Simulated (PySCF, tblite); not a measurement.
# C₁₀H₉FO: geometry, infrared bands and NMR shifts

What infrared bands and NMR shifts should C₁₀H₉FO (`C/C=C(\C(=O)F)c1ccccc1`) show?

The runs use tblite 0.8.0 and PySCF 2.14.0, with density-fitted response routines of our own; the level of theory stands in each step. All values are computed, except where a source is named. Atoms count from 0, in the outputs and in this text.

### Step 1. The starting structure

21 atoms, charge 0, multiplicity 1; geometry from: force field or distance geometry start.

Bonds of the start (Å): C0–C1 1.48, C1–C2 1.37, C2–C3 1.49, C3–O4 1.22, C3–F5 1.35, C2–C6 1.47, C6–C7 1.41, C7–C8 1.39, C8–C9 1.38, C9–C10 1.40, C10–C11 1.40, C11–C6 1.40, C0–H12 1.08, C0–H13 1.10, C0–H14 1.09, C1–H15 1.09, C7–H16 1.09, C8–H17 1.08, C9–H18 1.09, C10–H19 1.09, C11–H20 1.08.

### Step 2. Optimising the geometry with GFN2-xTB

The job: settings as JSON, then the geometry in Å.

```
{"job": {"kind": "relax", "xc": "GFN2-xTB", "basis": "xTB"}, "charge": 0, "multiplicity": 1}
C     -3.080200     0.983000    -0.955300
C     -1.641900     0.841800    -0.634000
C     -0.982700    -0.267500    -0.182600
C     -1.656400    -1.586800    -0.035400
O     -2.783200    -1.889800    -0.385000
F     -0.942300    -2.567100     0.551900
C      0.450600    -0.151400     0.106700
C      0.909400     0.646100     1.176700
C      2.273300     0.736900     1.450000
C      3.186200     0.044800     0.672000
C      2.747200    -0.749200    -0.392200
C      1.381800    -0.851400    -0.667600
H     -3.257600     0.833300    -2.014800
H     -3.408000     2.002100    -0.709500
H     -3.734500     0.319700    -0.383100
H     -1.067100     1.756400    -0.748300
H      0.198200     1.189600     1.798800
H      2.611000     1.351700     2.275200
H      4.252600     0.125400     0.890000
H      3.475300    -1.287300    -0.993100
H      1.059400    -1.463500    -1.497500
```

Launch:

```console
OMP_NUM_THREADS=1 python probes_run.py task.json out
```

The driver reads the jobs from task.json and runs them one after another.

**Question.** This job is followed by: GFN2-xTB harmonic vibrations, gas phase; GIAO PBE0/pcSseg-1 NMR shielding, non-relativistic, gas phase. What will the session give for the following? strongest single infrared mode (GFN2-xTB); zero-point energy (GFN2-xTB); 13C shifts against TMS (PBE0/pcSseg-1, means over atoms taken as alike); 1H shifts against TMS (PBE0/pcSseg-1, means over atoms taken as alike); 17O shifts against H2O (PBE0/pcSseg-1); 19F shifts against CFCl3 (PBE0/pcSseg-1).

**Answer**, as computed:

| quantity | value |
| --- | --- |
| strongest single infrared mode (GFN2-xTB) | 1810 cm⁻¹, 432 km/mol |
| zero-point energy (GFN2-xTB) | 99.4 kcal/mol |
| 13C shifts against TMS (PBE0/pcSseg-1, means over atoms taken as alike) | 165.8, 164.6, 144.2, 138.4, 134.8, 133.8, 133.6, 21.0 ppm |
| 1H shifts against TMS (PBE0/pcSseg-1, means over atoms taken as alike) | 7.67, 7.65, 7.53, 7.23, 2.60 ppm |
| 17O shifts against H2O (PBE0/pcSseg-1) | 458.8 ppm |
| 19F shifts against CFCl3 (PBE0/pcSseg-1) | 57.8 ppm |

What this shows: Relaxing lowered the energy by 0.197 eV in 82 steps; the close pair that moved most is C3–O4, from 1.218 to 1.187 Å. All 57 modes are real, so the xTB geometry is a minimum. The strongest single mode, at 1810 cm⁻¹, moves mainly C3 and O4. Unscaled tight-binding wavenumbers are off by several per cent, some by more. Its intensities can rank the bands wrongly. At PBE0/pcSseg-1: The widest tensor belongs to O4: span 628 ppm, with a paramagnetic part of -524 ppm. NICS(1)zz of -28 ppm above the planar ring from C6 marks a diatropic (aromatic) ring current.
